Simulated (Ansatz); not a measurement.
# Al2BAs3: the cost of one run

Program: Ansatz 0.2.0. Level of theory: DFT PBE, scalar-relativistic, plane waves, PAW. These are calculated values, not measurements.

1 further run of the same task is left out (it didn't finish).

### Step 1. Starting point

It takes space group I-4m2 (No. 119, tetragonal). The conventional cell has a = 3.735 Å, b = 3.735 Å, c = 15.848 Å, α = 90.00°, β = 90.00°, γ = 90.00°. Al (site symmetry 2mm) is surrounded by 4 As at 2.29 Å. Around B (site symmetry -4m2) lie 4 As at 2.29 Å. Around As (site symmetry 2mm) lie 2 B at 2.29 Å and 2 Al at 2.29 Å. As (site symmetry -4m2) is surrounded by 4 Al at 2.29 Å.

Structure file:

```
Al B As
1.0
    -1.86772    1.86772    7.92405
     1.86772   -1.86772    7.92405
     1.86772    1.86772   -7.92405
Al B As
2 1 3
Direct
  0.33333 0.33333 0.00000
  0.66667 0.66667 0.00000
  0.00000 0.00000 0.00000
  0.41667 0.91667 0.50000
  0.75000 0.25000 0.50000
  0.08333 0.58333 0.50000
```

The start is an ordering of an alloy on its end members' structure types: elements ordered on the sites of the AlAs type, B/Al on Al (I-4m2, No. 119).

### Step 2. The guess as it stands, on a coarse mesh

Input file input.yaml:

```yaml
crystal:
  lattice:
    - [-1.86771618, 1.86771618, 7.92404866]
    - [1.86771618, -1.86771618, 7.92404866]
    - [1.86771618, 1.86771618, -7.92404866]
  atoms:
    - { symbol: Al, position: [0.33333333, 0.33333333, 0.0] }
    - { symbol: Al, position: [0.66666667, 0.66666667, 0.0] }
    - { symbol: B, position: [0.0, 0.0, 0.0] }
    - { symbol: As, position: [0.41666667, 0.91666667, 0.5] }
    - { symbol: As, position: [0.75, 0.25, 0.5] }
    - { symbol: As, position: [0.08333333, 0.58333333, 0.5] }
basis:
  ecutwfc: 420
kpoints:
  mp_grid: { grid: [6, 6, 6] }
hamiltonian:
  xc: pbe
scf:
  occupations: { method: gaussian, width: 0.1 }
  lower_state_search: "off"
output:
  forces: true
  stress: true
  eigenvalues: true
```

Started as:

```console
> ansatz run input.yaml --threads 1 --pin off --max-ram 2560MiB --backend cpu --events-out ev --progress --plain --runs-dir out
```

**Question.** How long does this run take on 1 thread of Intel Xeon Platinum 8259CL at 2.50GHz (Skylake/Cascade Lake), shared host, and how much memory does it need?

About 8.8 s, with a peak of 0.42 GiB.
